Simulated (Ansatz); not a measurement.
**C3InN3O3: one species, many methods**

An exercise on one series of results from a longer session: the logs are not shown, and one member is left open.

Program: Ansatz 0.2.0, Gaussian basis. Level of theory: functionals in def2-TZVPP, the program's frozen cores in correlated methods. These are calculated values, not measurements.

Levels to be run: LDA (SPW92), PBE-D4, revPBE-D4, BLYP-D4, r2SCAN-D4, B97M-V, PBE0-D4, B3LYP-D4, r2SCANh-D4, r2SCAN0-D4, HSE06-D4, BHLYP-D4, CAM-B3LYP-D4, LC-ωPBE, ωB97X-V, ωB97M-V, B2PLYP, PBE-QIDH; CCSD(T)/def2-SVP; CCSD(T)/def2-TZVPP; MP2/def2-QZVPP; extrapolation to the limit; RPA on PBE.

## The relaxed structure

All runs share one geometry, relaxed beforehand with PBE0-D4 in a triple-zeta def2 set. In takes the def2 core potential; no spin-orbit term is included.

SMILES `O=C=[N][In]([N]=C=O)[N]=C=O`, 10 atoms, charge 0, spin multiplicity 1.

Atoms are counted from 1 here; the program's logs count them from 0.

Bond lengths: O1–C2 1.164 Å, C2–N3 1.207 Å, N3–In4 1.998 Å, In4–N5 1.998 Å, In4–N8 1.998 Å, N5–C6 1.207 Å, C6–O7 1.164 Å, N8–C9 1.207 Å, C9–O10 1.164 Å. Angles: O1–C2–N3 175.9°, C2–N3–In4 135.4°, N3–In4–N5 120.0°, N3–In4–N8 120.0°, N5–In4–N8 120.0°, In4–N5–C6 135.3°, N5–C6–O7 175.9°, In4–N8–C9 135.3°, N8–C9–O10 175.9°.

As a file:

```xyz
10
charge 0, multiplicity 1
O     0.1297   -4.0343   -0.5668
C    -0.0890   -2.9809   -0.1238
N    -0.3594   -1.9279    0.4003
In    0.0107   -0.0053    0.0018
N     1.0793    0.4929   -1.6113
C     1.4548    1.5276   -2.1063
O     1.8534    2.4794   -2.6439
N    -0.6864    1.4192    1.2171
C    -1.3420    1.4380    2.2303
O    -1.9679    1.5402    3.2057
```

Set-up of the first run:

The input, in.yaml:

```yaml
crystal:
  periodic: [false, false, false]
  atoms:
    - {symbol: O, position_ang: [0.129705, -4.034297, -0.566850]}
    - {symbol: C, position_ang: [-0.088985, -2.980903, -0.123780]}
    - {symbol: N, position_ang: [-0.359435, -1.927854, 0.400266]}
    - {symbol: In, position_ang: [0.010748, -0.005313, 0.001786]}
    - {symbol: N, position_ang: [1.079264, 0.492860, -1.611347]}
    - {symbol: C, position_ang: [1.454840, 1.527605, -2.106266]}
    - {symbol: O, position_ang: [1.853385, 2.479378, -2.643913]}
    - {symbol: N, position_ang: [-0.686404, 1.419154, 1.217086]}
    - {symbol: C, position_ang: [-1.341984, 1.438012, 2.230278]}
    - {symbol: O, position_ang: [-1.967933, 1.540160, 3.205740]}
basis:
  gaussian: {orbitals: def2-TZVPP}
hamiltonian: {xc: lda}
output: {orbitals: {seedname: orbitals}}
```

The run is started by

```bash
$ ansatz run in.yaml --threads 2 --pin off --events-out ev --progress --plain --max-ram 32768MiB --backend cuda --devices 0, --max-vram 18GiB
```

Steps of the session up to this table: LDA; PBE-D4 (GGA); revPBE-D4 (GGA); BLYP-D4 (GGA); r2SCAN-D4 (meta-GGA); B97M-V (meta-GGA); PBE0-D4 (hybrid); B3LYP-D4 (hybrid); r2SCANh-D4 (hybrid); r2SCAN0-D4 (hybrid); HSE06-D4 (hybrid); BHLYP-D4 (hybrid); CAM-B3LYP-D4 (range-separated); LC-ωPBE (range-separated); ωB97X-V (range-separated); ωB97M-V (range-separated); B2PLYP (double hybrid); PBE-QIDH (double hybrid).

One table of the session follows, with a row left open; its other results are not shown here.

```
  functional  HOMO (eV)  LUMO (eV)  gap (eV)
 LDA (SPW92)          ?          ?         ?
      PBE-D4      -7.59      -3.43      4.17
   revPBE-D4      -7.50      -3.29      4.21
     BLYP-D4      -7.46      -3.39      4.06
   r2SCAN-D4      -7.91      -3.23      4.68
      B97M-V      -7.89      -3.31      4.58
     PBE0-D4      -9.00      -2.53      6.47
    B3LYP-D4      -8.75      -2.86      5.89
  r2SCANh-D4      -8.44      -2.90      5.53
  r2SCAN0-D4      -9.23      -2.41      6.82
    HSE06-D4      -8.60      -2.91      5.69
    BHLYP-D4     -10.31      -1.66      8.65
CAM-B3LYP-D4     -10.38      -1.54      8.84
     LC-ωPBE     -11.70      -0.13     11.57
     ωB97X-V     -11.33      -0.36     10.97
     ωB97M-V     -11.24      -0.52     10.72
```

**Question.** Estimate the row for LDA (SPW92).

The run gave: HOMO (eV): -7.86; LUMO (eV): -3.76; gap (eV): 4.10. In the column «HOMO (eV)» it lies between B97M-V (-7.89) and PBE-D4 (-7.59).

To keep in mind: All levels share the lack of spin-orbit coupling, which lowers the free heavy atoms and so the true binding.
